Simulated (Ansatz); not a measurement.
Predict the output of the script below (Ansatz 0.2.0 through its Python package).

Script `vcrelax_li2h2pd.py`:
```python
# -*- coding: utf-8 -*-
'''Relax cell and ions of Li2H2Pd.'''

import ansatz as az
import numpy as np

SETTINGS = {
    'k_length': 22,
    'filling': 'methfessel_paxton',
    'sigma': 0.05,
}

def edges_and_angles(cell):
    cell = np.asarray(cell)
    a, b, c = np.linalg.norm(cell, axis=1)
    cosines = cell[1] @ cell[2] / (b * c), cell[0] @ cell[2] / (a * c), cell[0] @ cell[1] / (a * b)
    return (a, b, c, *np.degrees(np.arccos(cosines)))

li2h2pd = (
    az.Lattice.from_parameters(5.562511, 5.562511, 5.562511, alpha=147.86724, beta=147.86724, gamma=46.08139)
    .atom('Li', (0.64517, 0.64517, 0.0))
    .atom('Li', (0.35483, 0.35483, 0.0))
    .atom('H', (0.83666, 0.83666, 0.0))
    .atom('H', (0.16334, 0.16334, 0.0))
    .atom('Pd', (0.0, 0.0, 0.0))
)

# a pressure is positive in compression
model = (
    li2h2pd.calculation()
    .functional(az.Functional.LDA)
    .basis(38 * az.Ry)
    .kpoints(length=SETTINGS['k_length'])
    .occupations(SETTINGS['filling'], width=SETTINGS['sigma'])
    .relax(pressure=20)
)
steps = []


def collect(event):
    if event['event'] == 'relax_step':
        steps.append(event['data'])


done = model.session().plan().execute(on_event=collect)
summary = done.report
print('step   energy (eV)     max comp. (eV/A)   P (GPa)  SCF')
for s in steps:
    print(f'{s["step"]:4d} {s["lagrangian_ev"]:15.5f} {s["allowed_force_max_ev_ang"]:12.4f} {s["pressure_gpa"]:10.3f} {s["n_scf"]:5d}')

first, last = steps[0], steps[-1]
symbols = [site.symbol for site in done.lattice.sites]
print(f'energy gained {first["lagrangian_ev"] - last["lagrangian_ev"]:.4f} eV in {len(steps) - 1} steps')
for label, vectors in (('before', first['cell_ang']), ('after', done.lattice.cell_ang)):
    print(label, 'a b c (A) {:.4f} {:.4f} {:.4f}  angles {:.2f} {:.2f} {:.2f}'.format(*edges_and_angles(vectors)), f' V = {abs(np.linalg.det(vectors)):.3f} A^3')
print('final stress xx yy zz (GPa, compression positive):', np.round(np.diag(summary['stress_gpa']), 3) + 0.0)

print('atom   start x y z (A)              end x y z (A)')
for symbol, a, b in zip(symbols, first['positions_ang'], last['positions_ang']):
    print(f'{symbol:3s}', ' '.join(f'{v:8.4f}' for v in a), '  ', ' '.join(f'{v:8.4f}' for v in b))

change = np.array(last['positions_ang']) @ np.linalg.inv(last['cell_ang']) - np.array(first['positions_ang']) @ np.linalg.inv(first['cell_ang'])
moved = np.linalg.norm(change @ np.array(last['cell_ang']), axis=1)
print('displacement within the cell, strain taken out (A):', ' '.join(f'{s}:{d:.3f}' for s, d in zip(symbols, moved)))

print('%-22s %14.5f eV' % ('F = E - TS', summary['free_energy_ev']))
print('%-22s %14.5f eV' % ('E', summary['internal_energy_ev']))
print('%-22s %14.5f eV' % ('Harris-Foulkes', summary['harris_foulkes_ev']))
print('%-22s %14.5f eV' % ('Fermi level', summary['fermi_energy_ev']))
```

Output of `python vcrelax_li2h2pd.py`:
```text
DeckWarning: crystal.symmetry: narrowed to the stabiliser of the k-point mesh — unitary ops 16 → 4; excluded 12 operations that carry a point of the 7×7×10 mesh (shift [0, 0, 0]) off the mesh (the run samples exactly the mesh kpoints.mp_grid names, as under crystal.symmetry.detect: false, and its converged state has [...]
step   energy (eV)     max comp. (eV/A)   P (GPa)  SCF
   1     -7281.48046       0.0938     -3.358     6
   2     -7281.45018       0.2172      6.414     6
   3     -7281.05766       0.1148     20.536     7
   4     -7281.04857       0.0100     20.289     6
   5     -7281.05031       0.0164     20.010     6
   6     -7281.05145       0.0055     19.980     5
   7     -7281.05050       0.0050     19.983     6
energy gained -0.4300 eV in 6 steps
before a b c (A) 5.5625 5.5625 5.5625  angles 147.87 147.87 46.08  V = 48.523 A^3
after a b c (A) 5.2159 5.2159 5.2206  angles 149.47 149.47 43.66  V = 36.561 A^3
final stress xx yy zz (GPa, compression positive): [19.966 19.987 19.996]
atom   start x y z (A)              end x y z (A)
Li    6.0781   2.5851   0.0000      5.8326   2.4807  -0.0001
Li    3.3428   1.4217   0.0000      3.0786   1.3094  -0.0057
H     7.8821   3.3523   0.0000      7.4021   3.1482  -0.0155
H     1.5388   0.6545   0.0000      1.5090   0.6418   0.0098
Pd    0.0000   0.0000   0.0000     -0.0000  -0.0000   0.0000
displacement within the cell, strain taken out (A): Li:0.091 Li:0.091 H:0.059 H:0.059 Pd:0.000
F = E - TS                -7281.05050 eV
E                         -7281.05049 eV
Harris-Foulkes            -7281.05050 eV
Fermi level                  11.27189 eV
```
(Warnings from the package without file and line, shortened.)

What to keep in mind:
- Total energies depend on the potentials; only differences at equal settings carry meaning. A total without «per atom» is that of the whole cell that was run.
- Part of the cell is held or a pressure is applied, so the end point needn't be the zero-pressure lattice.
- At a fixed pressure a relaxation lowers the enthalpy F + PV, while F alone can rise.
- The mesh is modest for a metal, so energies can be off by several to tens of meV an atom and pressures by half a GPa or more; differences at equal mesh fare better.
- Only differences from the Fermi energy are physical; the zero of the scale is a convention.
- Energies along a relaxation are free energies. Rows at an unchanged volume are solved on a plane-wave basis chosen afresh for that cell, so the energy can jump there; the script counts such rows among its steps.
- Edges and angles are those of the cell as typed, here a primitive one, not of the conventional cell.
- The cell relaxed to the group C2/m; tensors and edges are in the axes of the typed cell.
- Symmetry holds the cell in this phase, whether or not it is the stable one at this pressure.
- The structure comes from a database of computed cells and needn't be a stable or known phase.
- The whole script took 44 s on 1 thread of Arm Neoverse V2 (shared host), peak memory 0.5 GiB.
